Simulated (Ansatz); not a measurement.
**BClH₂Te (SMILES ClB[TeH]): functionals against CCSD(T) at one geometry**

How do the functionals fare away from a minimum? The structure is a structure displaced at random from a GFN2-xTB minimum.

Computed with Ansatz 0.2.0, Gaussian basis. Level: single points in def2-TZVPP.

Correlated methods freeze the cores. Filled d shells of the heavier atoms are correlated. Core potentials replace the inner electrons past krypton, and spin-orbit coupling is left out.

## Step 1: The system as given

5 atoms, charge 0, spin multiplicity 1.

Atoms are counted from 1 here; the program's logs count them from 0.

Bond lengths: Cl1–B2 1.658 Å, B2–Te3 2.127 Å, B2–H4 1.258 Å, Te3–H5 1.656 Å. Angles: Cl1–B2–Te3 122.4°, Cl1–B2–H4 119.9°, Te3–B2–H4 117.5°, B2–Te3–H5 93.2°.

Coordinates:

```mol
BClH2Te
  3D, bonds by distance, orders not assigned

  5  4  0  0  0  0  0  0  0  0999 V2000
   -1.0742    0.6290    1.2851 Cl  0  0
   -0.5401   -0.3909    0.0918 B   0  0
    1.2828   -0.0640   -0.9553 Te  0  0
   -1.1755   -1.4464   -0.1622 H   0  0
    1.5678    1.3815   -0.1985 H   0  0
  1  2  8  0
  2  3  8  0
  2  4  8  0
  3  5  8  0
M  END
```

## Step 2: CCSD(T)/def2-TZVPP

run/in.yaml

```yaml
crystal:
  periodic: [false, false, false]
  atoms:
    - {symbol: Cl, position_ang: [-1.074200, 0.629000, 1.285100]}
    - {symbol: B, position_ang: [-0.540100, -0.390900, 0.091800]}
    - {symbol: Te, position_ang: [1.282800, -0.064000, -0.955300]}
    - {symbol: H, position_ang: [-1.175500, -1.446400, -0.162200]}
    - {symbol: H, position_ang: [1.567800, 1.381500, -0.198500]}
basis:
  gaussian: {orbitals: def2-TZVPP}
correlation: {method: ccsd_t}
output: {forces: true}
```

Launch:

```bash
ansatz run in.yaml --threads 4 --pin off --events-out ev --progress --plain --max-ram 5222MiB
```

## Step 3: PBE0-D4/def2-TZVPP

run/in.yaml, as its differences from that of step 2:

```diff
@@ -10,3 +10,3 @@
   gaussian: {orbitals: def2-TZVPP}
-correlation: {method: ccsd_t}
-output: {forces: true}
+hamiltonian: {xc: pbe0, dispersion: d4}
+output: {forces: true, orbitals: {seedname: orbitals}}
```

## Step 4: wB97M-V/def2-TZVPP

run/in.yaml, as its differences from that of step 3:

```diff
@@ -10,3 +10,3 @@
   gaussian: {orbitals: def2-TZVPP}
-hamiltonian: {xc: pbe0, dispersion: d4}
-output: {forces: true, orbitals: {seedname: orbitals}}
+hamiltonian: {xc: {name: wB97M-V}}
+output: {forces: true}
```

## Step 5: r2SCAN-D4/def2-TZVPP

run/in.yaml, as its differences from that of step 4:

```diff
@@ -10,3 +10,3 @@
   gaussian: {orbitals: def2-TZVPP}
-hamiltonian: {xc: {name: wB97M-V}}
+hamiltonian: {xc: r2scan, dispersion: d4}
 output: {forces: true}
```

## Step 6: PBE-D4/def2-TZVPP

run/in.yaml, as its differences from that of step 5:

```diff
@@ -10,3 +10,3 @@
   gaussian: {orbitals: def2-TZVPP}
-hamiltonian: {xc: r2scan, dispersion: d4}
+hamiltonian: {xc: pbe, dispersion: d4}
 output: {forces: true}
```

## Step 7: wB97X-V/def2-TZVPP

run/in.yaml, as its differences from that of step 6:

```diff
@@ -10,3 +10,3 @@
   gaussian: {orbitals: def2-TZVPP}
-hamiltonian: {xc: pbe, dispersion: d4}
+hamiltonian: {xc: {name: wB97X-V}}
 output: {forces: true}
```

## Step 8: LC-wPBE/def2-TZVPP

run/in.yaml, as its differences from that of step 7:

```diff
@@ -10,3 +10,3 @@
   gaussian: {orbitals: def2-TZVPP}
-hamiltonian: {xc: {name: wB97X-V}}
+hamiltonian: {xc: {name: LC-wPBE}}
 output: {forces: true}
```

(Steps that only read results are left out.)

What does the calculation give? Wanted: energy less free atoms, CCSD(T)/def2-TZVPP; RMS force component; RMS force error; HOMO and LUMO, PBE0-D4; T1 diagnostic.

**Answer**, as computed:

| quantity | value |
| --- | --- |
| energy less free atoms, CCSD(T)/def2-TZVPP | -1384.4 kJ/mol |
| RMS force component | 1.030 to 1.142 eV/Å over the methods |
| RMS force error | PBE0-D4 0.123, wB97M-V 0.070, r2SCAN-D4 0.108, PBE-D4 0.184, wB97X-V 0.055, LC-wPBE 0.162 eV/Å |
| HOMO and LUMO, PBE0-D4 | -7.02 and -1.54 eV |
| T1 diagnostic | 0.013 |

Against CCSD(T) the functionals' energies less atoms differ by -82.0 to -14.9 kJ/mol, PBE-D4 by -82.0 kJ/mol. CCSD(T) in triple zeta still lacks some correlation energy of the bonds, so part of these gaps is its own basis error and they don't rank the functionals. The forces of wB97X-V come nearest to CCSD(T), those of PBE-D4 are farthest. Frozen-core CCSD(T) forces in triple zeta carry basis errors of their own, and this is one geometry, so small gaps rank nothing.
